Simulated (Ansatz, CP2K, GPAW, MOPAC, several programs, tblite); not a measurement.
**What each method gives for Cu₂BeSnS₄ (kesterite)**

Kesterite Cu₂BeSnS₄, relaxed with r2SCAN in Ansatz, was computed with several methods. The symmetry is I-4 (No. 82, tetragonal); a = 5.306 Å, c = 10.435 Å in the conventional setting, 18.36 Å³ an atom. Cu has 4 S at 2.29 Å; Cu has 4 S at 2.31 Å; Be has 4 S at 2.13 Å; Sn has 4 S at 2.43 Å; S has 1 Be at 2.13 Å and 2 Cu at 2.29–2.31 Å and 1 Sn at 2.43 Å. Simulation only: spin-unpolarised, and no claim that this is the phase found in nature.

```cif
data_structure
_symmetry_space_group_name_H-M 'I-4'
_symmetry_Int_Tables_number 82
_cell_length_a 5.3063
_cell_length_b 5.3063
_cell_length_c 10.4352
_cell_angle_alpha 90.000
_cell_angle_beta 90.000
_cell_angle_gamma 90.000
_cell_volume 293.82
loop_
_atom_site_label
_atom_site_type_symbol
_atom_site_symmetry_multiplicity
_atom_site_Wyckoff_symbol
_atom_site_fract_x
_atom_site_fract_y
_atom_site_fract_z
_atom_site_occupancy
Cu1 Cu 2 a 0.00000 0.00000 0.00000 1
Cu2 Cu 2 c 0.00000 0.50000 0.25000 1
Be1 Be 2 d 0.50000 0.00000 0.25000 1
Sn1 Sn 2 b 0.50000 0.50000 0.00000 1
S1 S 8 g 0.27621 0.75304 0.36318 1
```

Gaps and times are for a single point on this cell; volume and bulk modulus come from each method's own relaxation or energy curve at fixed shape, which is too stiff where a cell has free coordinates or axes. Times are rough, from shared hosts (Arm Neoverse V1), and each method has its own mesh and cell size. A dagger marks a closed or tiny gap in a crystal that DFT finds insulating: a failure of the method or a wrong SCF state. A double dagger marks a value from a curve with shape and coordinates held. PM7 (MOPAC), GFN1-xTB (tblite), GFN2-xTB (tblite) treat a cluster of cells at its zone centre, which samples few k points: where these miss a band edge, the gap comes out too large for that reason alone. Gaps from k meshes are read at a limited set of points (mesh, symmetry points, PBE's band edges), so each method's own least gap may be somewhat smaller. xTB and the PM methods were fitted mostly to molecules, and can miss a solid's gap by electronvolts. Minimal bases can be far off for gaps. GLLB-SC's gap includes the derivative discontinuity. d marks a direct gap, i an indirect one (no mark: not told apart), a dash a value that wasn't computed or didn't pass its checks.

```tsv
method	kind	gap (eV)	own volume (Å³/atom)	bulk modulus (GPa)	atoms computed	processor time
GFN1-xTB (tblite)	tight binding	0.09†	18.81‡	84‡	64	4.4 s
GFN2-xTB (tblite)	tight binding	0.04†	–	–	64	6.6 s
light PBE (260 eV, its own mesh)	light plane-wave	0.73 d	–	–	8	9.8 s
PBE/SZV (CP2K)	small basis	0.11 d	–	–	8	40 s
PBE	semilocal	0.61 d	18.79	76‡	8	71 s
PBE/DZVP (CP2K)	small basis	0.62 d	19.07‡	71‡	8	100 s
GLLB-SC (GPAW)	model potential	1.82	–	–	8	110 s
PM7 (MOPAC)	semi-empirical	5.63	–	–	64	2.1 min
r2SCAN	semilocal	0.89 d	18.36	85‡	8	2.2 min
```

Against r2SCAN (0.89 eV) and with closed or daggered gaps left aside, the nearest gap at the points sampled is that of light PBE (260 eV, its own mesh) (-0.16 eV) and the farthest that of PM7 (MOPAC) (+4.73 eV). r2SCAN is only a yardstick of convenience: semilocal gaps usually lie below measured ones, which GLLB-SC and hybrids aim to mend.

Volumes against r2SCAN's: PBE +2.3 %.

The runs are scalar-relativistic, without spin-orbit coupling.
